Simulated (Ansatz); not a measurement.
# C2H2FGa: one species, many methods

Aim: compute C2H2FGa with functionals from several rungs and with coupled cluster. The yardstick is the atomisation energy at the CCSD(T) limit.

Program: Ansatz 0.2.0, Gaussian basis. Level of theory: functionals in def2-TZVPP, the program's frozen cores in correlated methods. These are calculated values, not measurements.

The runs, in order: LDA (SPW92), PBE-D4, revPBE-D4, BLYP-D4, r2SCAN-D4, B97M-V, PBE0-D4, B3LYP-D4, r2SCANh-D4, r2SCAN0-D4, HSE06-D4, BHLYP-D4, CAM-B3LYP-D4, LC-ωPBE, ωB97X-V, ωB97M-V, B2PLYP, PBE-QIDH; CCSD(T)/def2-SVP; CCSD(T)/def2-TZVPP; MP2/def2-QZVPP; extrapolation to the limit; RPA on PBE.

## Step 1: The relaxed structure

The geometry comes from an earlier relaxation with PBE0-D4 in a triple-zeta def2 set; it is a stationary point.

6 atoms, charge 0, spin multiplicity 1.

Atoms are counted from 1 here; the program's logs count them from 0.

Bond lengths: F1–Ga2 1.805 Å, C3–C4 1.199 Å, C3–H5 1.067 Å, C4–H6 1.065 Å. Angles: C4–C3–H5 177.6°, C3–C4–H6 179.3°.

## Step 2: LDA

This LDA is Slater exchange with PW92 correlation.

The input, in.yaml:

```yaml
crystal:
  periodic: [false, false, false]
  atoms:
    - {symbol: F, position_ang: [-0.223366, -2.323813, 0.540829]}
    - {symbol: Ga, position_ang: [-0.911584, -1.105785, 1.681981]}
    - {symbol: C, position_ang: [0.426569, 0.292098, -0.767250]}
    - {symbol: C, position_ang: [0.168744, 1.397279, -0.379676]}
    - {symbol: H, position_ang: [0.636120, -0.707654, -1.076099]}
    - {symbol: H, position_ang: [-0.054483, 2.383875, -0.045885]}
basis:
  gaussian: {orbitals: def2-TZVPP}
hamiltonian: {xc: lda}
output: {orbitals: {seedname: orbitals}}
```

On the command line:

```sh
$ ansatz run in.yaml --threads 2 --pin off --events-out ev --progress --plain --max-ram 4352MiB
```

Further steps of the session: PBE-D4 (GGA); revPBE-D4 (GGA); BLYP-D4 (GGA); r2SCAN-D4 (meta-GGA); B97M-V (meta-GGA); B3LYP-D4 (hybrid); r2SCANh-D4 (hybrid); r2SCAN0-D4 (hybrid); HSE06-D4 (hybrid); BHLYP-D4 (hybrid); CAM-B3LYP-D4 (range-separated); LC-ωPBE (range-separated); ωB97X-V (range-separated); ωB97M-V (range-separated); B2PLYP (double hybrid); PBE-QIDH (double hybrid); CCSD(T) in def2-SVP; CCSD(T) in def2-TZVPP; MP2 in def2-QZVPP; RPA on PBE orbitals.

**Question.** What will the summary of the whole plan be? Wanted: atomisation energy, CCSD(T)/CBS; farthest beyond LDA; mean size of error, GGA; mean size of error, meta-GGA; mean size of error, hybrid; mean size of error, range-separated; mean size of error, double hybrid; gap, smallest and largest; T1 diagnostic.

**Answer**, as computed:

```
                               quantity                                                                                                       value
        atomisation energy, CCSD(T)/CBS                                                                                                   23.883 eV
    functionals within 0.239 eV (1.0 %)  revPBE-D4, BLYP-D4, r2SCAN-D4, B97M-V, PBE0-D4, B3LYP-D4, HSE06-D4, CAM-B3LYP-D4, ωB97X-V, ωB97M-V, B2PLYP
                    farthest beyond LDA                                                                                        BHLYP-D4 (-1.158 eV)
                mean size of error, GGA                                                                                                    0.297 eV
           mean size of error, meta-GGA                                                                                                    0.135 eV
             mean size of error, hybrid                                                                                                    0.457 eV
    mean size of error, range-separated                                                                                                    0.154 eV
      mean size of error, double hybrid                                                                                                    0.294 eV
              gap, smallest and largest                                                                       4.45 eV (BLYP-D4), 10.75 eV (LC-ωPBE)
                          T1 diagnostic                                                                                                      0.0149
triples share of the correlation energy                                                                                                       4.1 %
```

What this shows: The LDA atomisation energy is off by 3.498 eV (15 %): it overbinds. PBE-D4 is off by +0.640 eV. Double hybrids carry the basis error of their MP2 part in triple zeta, and no dispersion term here, so their miss is partly the set-up's. The rungs meta-GGA, range-separated miss on average by less than the doubt on the reference (0.239 eV), so they tie. Misses under about 0.239 eV are within the doubt on the reference itself, which lacks core-valence correlation, relativity and higher excitations, and its outer-core shells are covered unevenly. Hartree-Fock recovers 71 % of the binding; the rest is correlation. CCSD(T) in def2-SVP is off by -1.268 eV, worse than the median functional, from the basis alone. Orbital gaps span 4.4 to 10.7 eV; exact exchange widens them. Correlated methods include outer-core shells of Ga, which these sets cover unevenly.
